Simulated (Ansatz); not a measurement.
# Sr18HN: the cost of one run

Program: Ansatz 0.2.0. Level of theory: DFT PBE+D3(BJ), plane waves, PAW, scalar-relativistic, no spin polarisation. These are calculated values, not measurements.

### Step 1. The starting structure

The cell holds 20 atoms (HNSr18): a = 18.240 Å, b = 8.598 Å, c = 15.299 Å, α = 90.00°, β = 90.00°, γ = 90.00°.

Its coordinates follow in the input file.

### Step 2. Relaxing end A

The input, input.yaml:

```yaml
crystal:
  lattice:
    - [18.24, 0.0, 0.0]
    - [0.0, 8.598418, 0.0]
    - [0.0, 0.0, 15.299209]
  atoms:
    - { symbol: Sr, position: [0.0, 0.0, 0.0653629] }
    - { symbol: Sr, position: [0.3333333, 0.0, 0.0653629] }
    - { symbol: Sr, position: [0.6666667, 0.0, 0.0653629] }
    - { symbol: Sr, position: [0.0, 0.5, 0.0653629] }
    - { symbol: Sr, position: [0.3333333, 0.5, 0.0653629] }
    - { symbol: Sr, position: [0.6666667, 0.5, 0.0653629] }
    - { symbol: Sr, position: [0.1666667, 0.25, 0.2058672] }
    - { symbol: Sr, position: [0.5, 0.25, 0.2058672] }
    - { symbol: Sr, position: [0.8333333, 0.25, 0.2058672] }
    - { symbol: Sr, position: [0.1666667, 0.75, 0.2058672] }
    - { symbol: Sr, position: [0.5, 0.75, 0.2058672] }
    - { symbol: Sr, position: [0.8333333, 0.75, 0.2058672] }
    - { symbol: Sr, position: [0.0, 0.0, 0.3463714] }
    - { symbol: Sr, position: [0.3333333, 0.0, 0.3463714] }
    - { symbol: Sr, position: [0.6666667, 0.0, 0.3463714] }
    - { symbol: Sr, position: [0.0, 0.5, 0.3463714] }
    - { symbol: Sr, position: [0.3333333, 0.5, 0.3463714] }
    - { symbol: Sr, position: [0.6666667, 0.5, 0.3463714] }
    - { symbol: "N", position: [0.6658565, 0.2514003, 0.4574883] }
    - { symbol: H, position: [0.6604132, 0.2527877, 0.524812] }
basis:
  ecutwfc: 420.0
kpoints:
  mp_grid: { grid: [1, 2, 1] }
hamiltonian:
  xc: pbe
  dispersion: d3bj
scf:
  occupations: { method: gaussian, width: 0.1 }
  lower_state_search: "off"
relax:
  f_tol: 0.03
  max_steps: 60
  adjacent_minimum: "off"
  constraints: [{ sites: [0, 1, 2, 3, 4, 5] }]
```

Run with:

```console
ansatz run input.yaml --threads 4 --pin off --max-ram 10240MiB --backend cpu --events-out ev --progress --plain --runs-dir out
```

**Question.** How long does this run take on 4 threads of AMD EPYC 9R45 (Zen 5), shared host, and how much memory does it need?

About 63 s, with a peak of 2.9 GiB.
